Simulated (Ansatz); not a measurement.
# C₂H₅ClGeO: small, medium and large basis sets

One table from this session's results is given with a row withheld; the runs are named, their logs left out.

Computed with Ansatz 0.2.0, Gaussian basis. Level: one geometry, several basis sets.

Plan: PBE0-D4/def2-SVP; ωB97M-V/def2-SVP; PBE0-D4/def2-QZVPP; ωB97M-V/def2-QZVPP; the functionals' def2-TZVPP values are taken from earlier runs.

**The geometry**

The geometry comes from an earlier relaxation with PBE0-D4 in a triple-zeta def2 set; it is a stationary point, not always the lowest conformer.

SMILES `Cl[C]1([GeH3])CO1`, 10 atoms, charge 0, spin multiplicity 1.

Atoms are counted from 1 here; the program's logs count them from 0.

Bond lengths: Cl1–C2 1.774 Å, C2–Ge3 1.967 Å, C2–C4 1.461 Å, C2–O5 1.396 Å, Ge3–H6 1.532 Å, Ge3–H7 1.536 Å, Ge3–H8 1.533 Å, C4–O5 1.425 Å, C4–H9 1.086 Å, C4–H10 1.087 Å. Angles: Cl1–C2–Ge3 112.9°, Cl1–C2–C4 117.0°, Cl1–C2–O5 114.9°, Ge3–C2–C4 124.2°, Ge3–C2–O5 117.5°, C4–C2–O5 59.8°, C2–Ge3–H6 108.4°, C2–Ge3–H7 107.0°, C2–Ge3–H8 108.7°, H6–Ge3–H7 111.0°, H6–Ge3–H8 110.8°, H7–Ge3–H8 110.8°, C2–C4–O5 57.8°, C2–C4–H9 118.1°, C2–C4–H10 120.2°, O5–C4–H9 114.9°, O5–C4–H10 115.4°, H9–C4–H10 116.6° and more.

The first run:

Contents of in.yaml:

```yaml
crystal:
  periodic: [false, false, false]
  atoms:
    - {symbol: Cl, position_ang: [-1.010869, -1.094840, 1.733151]}
    - {symbol: C, position_ang: [-0.435982, -0.054254, 0.415850]}
    - {symbol: Ge, position_ang: [1.502741, -0.197388, 0.118946]}
    - {symbol: C, position_ang: [-1.402282, 0.298116, -0.621379]}
    - {symbol: O, position_ang: [-1.000327, 1.221772, 0.386031]}
    - {symbol: H, position_ang: [2.221382, 0.303015, 1.375854]}
    - {symbol: H, position_ang: [1.838671, 0.682456, -1.094449]}
    - {symbol: H, position_ang: [1.850656, -1.664139, -0.160113]}
    - {symbol: H, position_ang: [-2.417313, -0.074431, -0.522471]}
    - {symbol: H, position_ang: [-1.063676, 0.528592, -1.628420]}
basis:
  gaussian: {orbitals: def2-SVP}
hamiltonian: {xc: pbe0, dispersion: d4}
output: {orbitals: {seedname: orbitals}}
```

Launch:

```console
$ ansatz run in.yaml --threads 4 --pin off --events-out ev --progress --plain --max-ram 10444MiB
```

Among the steps run: PBE0-D4 in def2-SVP; ωB97M-V in def2-SVP; PBE0-D4 in def2-QZVPP; ωB97M-V in def2-QZVPP.

One of the session's tables, all rows but one given; the rest of the session is left out.

It belongs to the step «Density functionals: the series». 

```
functional       basis  HOMO (eV)  LUMO (eV)
   PBE0-D4    def2-SVP          ?          ?
   PBE0-D4  def2-TZVPP      -8.00       0.27
   PBE0-D4  def2-QZVPP      -8.03       0.06
   ωB97M-V    def2-SVP     -10.10       2.51
   ωB97M-V  def2-TZVPP     -10.24       2.15
   ωB97M-V  def2-QZVPP     -10.27       1.63
```

Estimate the missing values for PBE0-D4, def2-SVP.

The run gave: HOMO (eV): -7.89; LUMO (eV): 0.60. In the column «HOMO (eV)» it is the highest.
